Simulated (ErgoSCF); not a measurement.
**One shape, several levels: C2H2ClGa (SMILES C#[C][GaH][Cl])**

We compute a comparison of 6 runs (HF/STO-3G, HF/3-21G, HF/6-31G, HF/def2-SVP, B3LYP/pcseg-1, PBE0/def2-SVP) of C2H2ClGa. 

The results are computed with ErgoSCF 3.8.

## (1) The structure to begin with

C2H2ClGa: 6 atoms, total charge 0, spin state singlet. SMILES: `C#[C][GaH][Cl]`. The coordinates come from a PBE0-D4/def2-TZVP relaxation.

Bond lengths: C1–C2 1.208 Å, C2–Ga3 1.900 Å, Ga3–Cl4 2.140 Å, C1–H5 1.067 Å, Ga3–H6 1.547 Å. Angles: C1–C2–Ga3 179.1°, C2–Ga3–Cl4 115.4°, C2–C1–H5 179.8°, C2–Ga3–H6 126.7°, Cl4–Ga3–H6 117.8°.

## (2) The energy at HF/STO-3G (run 1)

Input file input.ego:

```
# single point, C2H2ClGa
set_nthreads(1)
scf.output_mulliken_pop = 1
scf.max_number_of_iterations = 120
scf.use_diagonalization = 1
basis = "STO-3G"
tmpdir = "."
molecule_inline
C      1.09188375     1.99914127    -2.74860665
C      0.46676235     0.77951203    -0.92350916
Ga    -0.47791174    -1.10964718     1.98043298
Cl    -3.29832798    -3.94121281     1.36835069
H      1.63858152     3.07212776    -4.36507838
H      0.57920106    -0.79992107     4.68859949
EOF
run "HF"
```

The basis set STO-3G is read from a file made from the Basis Set Exchange's data (not shown).

The run is started by

```sh
ergo input.ego
```

The log of the run:

```text
[...]
INSC SCF_general constructor, number of basis functions: 39
[...]
INSC Energy   1 =      -2255.53679357389
[...]
INDE E_LUMO =          0.13382184148
[...]
INSC Energy  21 =      -2431.42481121523  ( diff     -0.000000000005002 )
[...]
RESC CONVERGED after  21 iterations.
RESC FINAL ENERGY:      -2431.42481121523
[...]
INSC SCF: dipole_moment_x [atomic units] =       0.70541839
INSC SCF: dipole_moment_y [atomic units] =       0.71691228
INSC SCF: dipole_moment_z [atomic units] =       0.12467211
[...]
```

It took 13 s on 1 thread of Arm Neoverse N1, shared host; peak memory 0.45 GiB.

## (3) The energy at HF/3-21G (run 2)

Input file job.ego:

```
# C2H2ClGa, HF
set_nthreads("env")
spin_polarization = 0
scf.output_mulliken_pop = 1
tmpdir = "."
scf.max_number_of_iterations = 120
scf.use_diagonalization = 1
basis = "3-21G"
molecule_inline
C  1.09188375 1.99914127 -2.74860665
C  0.46676235 0.77951203 -0.92350916
Ga -0.47791174 -1.10964718 1.98043298
Cl -3.29832798 -3.94121281 1.36835069
H  1.63858152 3.07212776 -4.36507838
H  0.57920106 -0.79992107 4.68859949
EOF
run "HF"
```

The basis set 3-21G is read from a file made from the Basis Set Exchange's data (not shown).

The run is started by

```sh
ergo < job.ego
```

The log of the run:

```text
[...]
INSC SCF_general constructor, number of basis functions: 57
[...]
INSC Energy   1 =      -1716.20638230073
[...]
INDE E_LUMO =          0.03198987159
[...]
INSC Energy  19 =      -2447.63544788334  ( diff     -0.000000000006366 )
[...]
RESC CONVERGED after  19 iterations.
RESC FINAL ENERGY:      -2447.63544788334
[...]
INSC SCF: dipole_moment_x [atomic units] =       0.91849734
INSC SCF: dipole_moment_y [atomic units] =       1.00350156
INSC SCF: dipole_moment_z [atomic units] =      -0.06927543
[...]
```

Wall time 14 s (1 thread of Arm Neoverse N1, shared host); peak memory 0.45 GiB.

Run 3 isn't shown in full; the table further down has it.

## (4) A single-point energy at HF/def2-SVP (run 4)

Input file molecule.xyz:

```xyz
6
C2H2ClGa
C      0.577800     1.057900    -1.454500
C      0.247000     0.412500    -0.488700
Ga    -0.252900    -0.587200     1.048000
Cl    -1.745400    -2.085600     0.724100
H      0.867100     1.625700    -2.309900
H      0.306500    -0.423300     2.481100
```

Input file input.ego:

```
set_nthreads("env")
molecule "molecule.xyz"
scf.max_number_of_iterations = 120
tmpdir = "."
scf.use_diagonalization = 1
basis = "def2-SVP"
scf.output_mulliken_pop = 1
run "HF"
```

The basis set def2-SVP is read from a file made from the Basis Set Exchange's data (not shown).

The run is started by

```sh
ergo < input.ego
```

The log of the run:

```text
[...]
INSC SCF_general constructor, number of basis functions: 88
[...]
INSC Energy   1 =      -1267.18577018120
[...]
INDE E_LUMO =          0.03991451802
[...]
INSC Energy  19 =      -2459.19783317721  ( diff     -0.000000000007276 )
[...]
RESC CONVERGED after  19 iterations.
RESC FINAL ENERGY:      -2459.19783317721
[...]
INSC SCF: dipole_moment_x [atomic units] =       0.60976012
INSC SCF: dipole_moment_y [atomic units] =       0.67384533
INSC SCF: dipole_moment_z [atomic units] =      -0.07103087
[...]
```

Run time: 87 s. Hardware: 1 thread of Arm Neoverse N1, shared host; peak memory 0.26 GiB.

Run 5 isn't shown in full; the table further down has it.

## (5) The energy at PBE0/def2-SVP (run 6)

Input file mol.xyz:

```xyz
6
C2H2ClGa
C      0.577800     1.057900    -1.454500
C      0.247000     0.412500    -0.488700
Ga    -0.252900    -0.587200     1.048000
Cl    -1.745400    -2.085600     0.724100
H      0.867100     1.625700    -2.309900
H      0.306500    -0.423300     2.481100
```

Input file job.ego:

```
set_nthreads(1)
molecule "mol.xyz"
scf.max_number_of_iterations = 120
XC.angint = 41
tmpdir = "."
XC.radint = 1e-11
scf.convergence_threshold = 1e-06
basis = "def2-SVP"
scf.use_diagonalization = 1
XC.sparse_mode = 0
scf.output_mulliken_pop = 1
run "PBE0"
```

The basis set def2-SVP is read from a file made from the Basis Set Exchange's data (not shown).

The run is started by

```sh
ergo job.ego
```

The log of the run:

```text
[...]
INDF Weighted mixed functional:
[...]
INSC Energy   1 =      -1283.05295288264
[...]
INDE E_LUMO =         -0.06975782439
[...]
INSC Energy  21 =      -2461.50140930427  ( diff     -0.000000000025466 )
[...]
RESC CONVERGED after  21 iterations.
RESC FINAL ENERGY:      -2461.50140930427
[...]
INSC SCF: dipole_moment_x [atomic units] =       0.53213066
INSC SCF: dipole_moment_y [atomic units] =       0.58917384
INSC SCF: dipole_moment_z [atomic units] =      -0.06589148
[...]
```

Run time: 1.9 min. Hardware: 1 thread of Arm Neoverse N1, shared host; peak memory 0.45 GiB.

## (6) The series

| run | level | integration grid | radint | energy (Eh) | dipole moment (D) | wall time |
| --- | --- | --- | --- | --- | --- | --- |
| 1 | HF/STO-3G | – | – | -2431.424811 | 2.58 | 13 s |
| 2 | HF/3-21G | – | – | -2447.635448 | 3.46 | 14 s |
| 3 | HF/6-31G | – | – | -2459.258776 | 3.45 | 40 s |
| 4 | HF/def2-SVP | – | – | -2459.197833 | 2.32 | 87 s |
| 5 | B3LYP/pcseg-1 | Turbo | 1e-11 | -2462.278615 | 2.24 | 3.2 min |
| 6 | PBE0/def2-SVP | Turbo | 1e-11 | -2461.501409 | 2.02 | 1.9 min |

## (7) What came out

| quantity | value |
| --- | --- |
| run 6: total energy | -2461.50141 Eh |
| run 6: dipole moment | 2.02 D |

**Reading.** The dipole moment (its size) runs from 2.02 D (PBE0/def2-SVP) to 3.46 D (HF/3-21G). The two ends differ in method and basis. Totals of different functionals can't be ranked against each other. In run 1 the basis is minimal, so the values are rough. All runs together took 7.6 min, the longest 3.2 min.
